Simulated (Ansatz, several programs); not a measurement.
In3GaP4 as one 8-atom ordering (P-43m) on the zincblende lattice, relaxed with PBE in Ansatz (plane waves, PAW): space group P-43m (No. 215), cubic; conventional cell a = 5.844 Å, 24.95 Å³ an atom. Ga has 4 P at 2.42 Å; P has 1 Ga at 2.42 Å and 3 In at 2.57 Å; In has 4 P at 2.57 Å. The cell was then scaled with its shape and fractional coordinates held, which makes it stiffer than a relaxed compression. All values are calculated for a non-magnetic cell, which may be hypothetical.

```tsv
V (Å³/atom)	E (meV/atom)
23.449	20.38
24.198	4.89
24.946	0.00
26.443	15.57
```

Problem. Pass a cubic E = c₀ + c₁u + c₂u² + c₃u³, with u = V − 24.759 Å³, through these points.

Solution. c₀ = 0.32, c₁ = -3.249, c₂ = 8.378, c₃ = -0.6356 (meV and Å³).

Problem. Where is the minimum, and what bulk modulus follows?

Solution. dE/du = 0 at u = +0.198, so V₀ = 24.96 Å³. B = V₀ d²E/dV² = 24.96 × (2c₂ + 6c₃u) = 24.96 × 15.999 = 399 meV/Å³, and 1 meV/Å³ is 0.16022 GPa: 64 GPa. A third-order Birch-Murnaghan fit to all five points gives 24.96 Å³ and 63 GPa.

Problem. Predict the energy and the pressure at the withheld volume, 25.695 Å³.

Solution. With u = +0.936: E ≈ 4.10 meV and P = −dE/dV ≈ -1.72 GPa. The run gives 4.02 meV and, from its stress, -1.71 GPa.
